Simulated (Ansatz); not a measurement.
**BCCD(T)/def2-TZVP run of BSiH5 (boranylsilane)**

What is the electronic atomisation energy of BSiH5 (boranylsilane) at BCCD(T)/def2-TZVP? 

The results are computed with Ansatz 0.2.0.

46 further runs of the same task are left out: 46 set aside as unsound or not needed.

**1. The structure to begin with**

BSiH5 has 7 atoms, charge 0, and is taken as a singlet. As SMILES, `B[SiH3]`. The coordinates come from a PBE0-D4/def2-TZVP relaxation.

Bond lengths: B1–Si2 2.010 Å, B1–H3 1.196 Å, B1–H4 1.195 Å, Si2–H5 1.492 Å, Si2–H6 1.492 Å, Si2–H7 1.487 Å. Angles: B1–Si2–H5 108.8°, B1–Si2–H6 108.8°, B1–Si2–H7 115.1°, Si2–B1–H3 118.9°, Si2–B1–H4 123.6°, H5–Si2–H6 107.3°, H5–Si2–H7 108.3°, H6–Si2–H7 108.3°, H3–B1–H4 117.5°.

**2. A single-point energy at BCCD(T)/def2-TZVP**

Contents of run.yaml:

```yaml
crystal:
  periodic: [false, false, false]
  atoms:
    - {symbol: B, position_ang: [-0.043200, -1.189000, 0.204300]}
    - {symbol: Si, position_ang: [0.089100, 0.785300, -0.148500]}
    - {symbol: H, position_ang: [-1.126000, -1.690600, 0.290100]}
    - {symbol: H, position_ang: [0.906400, -1.902500, 0.335400]}
    - {symbol: H, position_ang: [-0.616000, 1.093400, -1.427200]}
    - {symbol: H, position_ang: [-0.623600, 1.516700, 0.939600]}
    - {symbol: H, position_ang: [1.474500, 1.318800, -0.239500]}
basis:
  gaussian:
    orbitals: def2-TZVP
correlation:
  method: bccd_t
  frozen_orbitals: {B: 1, H: 0, Si: 5}
accuracy: high
scf:
  omitted_lower_state_checks: [cluster_reference, increment]
```

Launch:

```bash
$ ansatz run run.yaml --threads 1 --pin off --max-ram 3480MiB --events-out events.jsonl --progress --plain --runs-dir runs
```

The log of the run, cut to the lines that bear on the results:

```text
Warning: RAYON_NUM_THREADS=1 ignored (pool sized by the plan → 1); use --threads N
Functional definition: HF
  name "HF"
[...]
1819 factors; integrals over basis functions are off by at most 3.9e-9 eV
[...]
mean field -8612.42240961 eV, -316.5006858434 hartree, gradient 2.1e-8 eV, S^2 0.000000; 0 other end points of the search recorded, 0 dependent functions left out
6 core orbitals not correlated: weight in the atoms' cores, before any rotation towards them, 1.000 or more for the frozen orbitals, at most 0.000 for the correlated occupied ones
reference -8612.42240961 eV, -316.5006858434 hartree; 6, 6 occupied and 86, 86 virtual orbitals, 1819 factors
second order -5.95107655 eV of doubles, -0.00000000 eV of singles
cycle   1  -6.87634231 eV  change   -9.3e-1 eV  update   6.9e-2
[...]
cycle  21  -7.18700199 eV  change   4.3e-10 eV  update  3.1e-10
perturbative correction -0.20645940 eV, -0.0075872431 hartree
Total energy: -8619.81587100 eV, -316.7723905381 hartree
Checks for a lower state left out: cluster_reference, increment
```

Run time: 17 s. Hardware: 1 thread of Arm Neoverse V1, shared host; peak memory 0.81 GiB.

**3. The B atom, same level**

Contents of input.yaml:

```yaml
crystal:
  periodic: [false, false, false]
  atoms:
    - {symbol: B, position_ang: [0.000000, 0.000000, 0.000000]}
basis:
  gaussian: {orbitals: def2-TZVP}
scf: {omitted_lower_state_checks: [cluster_reference, increment]}
accuracy: high
magnetization: {spin_polarized: true, initial_magnetization: 1}
correlation: {method: bccd_t, frozen_orbitals: {B: 1}}
```

Launch:

```bash
$ ansatz run input.yaml --threads 1 --pin off --max-ram 3480MiB --events-out events.jsonl --progress --plain --runs-dir runs
```

The log of the run, cut to the lines that bear on the results:

```text
Warning: RAYON_NUM_THREADS=1 ignored (pool sized by the plan → 1); use --threads N
[... 2 set-up lines as earlier in the session ...]
[...]
312 factors; integrals over basis functions are off by at most 3.0e-9 eV
[...]
mean field -667.55878241 eV, -24.5323327659 hartree, gradient 1.5e-8 eV, S^2 0.760708; 5 other end points of the search recorded, 0 dependent functions left out
1 core orbitals not correlated: weight in the atoms' cores, before any rotation towards them, 1.000 or more for the frozen orbitals, at most 0.000 for the correlated occupied ones
reference -667.55878241 eV, -24.5323327659 hartree; 2, 1 occupied and 28, 29 virtual orbitals, 312 factors
second order -1.18376895 eV of doubles, -0.00000000 eV of singles
cycle   1  -1.50810725 eV  change   -3.2e-1 eV  update   6.0e-2
[...]
cycle  19  -1.74687592 eV  change  -2.9e-11 eV  update  1.5e-10
perturbative correction -0.03726760 eV, -0.0013695589 hartree
Total energy: -669.34292592 eV, -24.5978988306 hartree
Checks for a lower state left out: cluster_reference, increment
```

Wall time 0.48 s (1 thread of Arm Neoverse V1, shared host).

**4. The H atom: the energy at UHF/def2-TZVP**

Contents of molecule.yaml:

```yaml
crystal:
  periodic: [false, false, false]
  atoms:
    - symbol: H
      position_ang: [0.000000, 0.000000, 0.000000]
basis:
  gaussian:
    orbitals: def2-TZVP
magnetization:
  spin_polarized: true
  initial_magnetization: 1
hamiltonian:
  xc: hf
accuracy: high
```

Run the same way, it converges to -0.49981 Eh (log not shown).

**5. The Si atom, same level**

Contents of input.yaml:

```yaml
crystal:
  periodic: [false, false, false]
  atoms:
    - {symbol: Si, position_ang: [0.000000, 0.000000, 0.000000]}
basis:
  gaussian:
    orbitals: def2-TZVP
magnetization:
  spin_polarized: true
  initial_magnetization: 2
correlation:
  method: bccd_t
  frozen_orbitals: {Si: 5}
accuracy: high
scf:
  omitted_lower_state_checks: [cluster_reference, increment]
```

Launch:

```bash
$ ansatz run input.yaml --threads 1 --pin off --max-ram 3480MiB --events-out events.jsonl --progress --plain --runs-dir runs
```

The log of the run, cut to the lines that bear on the results:

```text
Warning: RAYON_NUM_THREADS=1 ignored (pool sized by the plan → 1); use --threads N
[... 2 set-up lines as earlier in the session ...]
[...]
365 factors; integrals over basis functions are off by at most 3.6e-9 eV
[...]
mean field -7860.03050919 eV, -288.8507934926 hartree, gradient 6.5e-8 eV, S^2 2.015098; 5 other end points of the search recorded, 0 dependent functions left out
5 core orbitals not correlated: weight in the atoms' cores, before any rotation towards them, 1.000 or more for the frozen orbitals, at most 0.000 for the correlated occupied ones
reference -7860.03050919 eV, -288.8507934926 hartree; 3, 1 occupied and 29, 31 virtual orbitals, 365 factors
second order -1.49425926 eV of doubles, -0.00000000 eV of singles
cycle   1  -1.84283221 eV  change   -3.5e-1 eV  update   5.6e-2
[...]
cycle  17  -1.99830352 eV  change   1.8e-10 eV  update  1.2e-10
perturbative correction -0.06801677 eV, -0.0024995703 hartree
Total energy: -7862.09682948 eV, -288.9267293628 hartree
Checks for a lower state left out: cluster_reference, increment
```

It took 0.77 s on 1 thread of Arm Neoverse V1, shared host; peak memory 0.1 GiB.

**6. What came out**

At BCCD(T)/def2-TZVP, 6 core orbitals frozen:

```
                                             quantity          value
                               molecule: total energy  -316.77239 Eh
molecule: correlation energy (6 core orbitals frozen)     -271.7 mEh
                             molecule: (T) correction      -7.59 mEh
                                 B atom: total energy   -24.59790 Eh
   B atom: correlation energy (1 core orbital frozen)      -65.6 mEh
                               B atom: (T) correction      -1.37 mEh
            B atom: ⟨S²⟩ of the reference determinant          0.761
                                 H atom: total energy    -0.49981 Eh
                                         H atom: ⟨S²⟩          0.750
                                Si atom: total energy  -288.92673 Eh
 Si atom: correlation energy (5 core orbitals frozen)      -75.9 mEh
                              Si atom: (T) correction      -2.50 mEh
           Si atom: ⟨S²⟩ of the reference determinant          2.015
                        electronic atomisation energy      20.374 eV
```

**Reading.** Taking the molecule apart into free atoms costs 20.37 eV (470 kcal/mol), before zero-point energy and without spin-orbit coupling. The triples (molecule) make up 2.8 % of the correlation energy. The triples (B atom) make up 2.1 % of the correlation energy. The triples (Si atom) make up 3.3 % of the correlation energy.
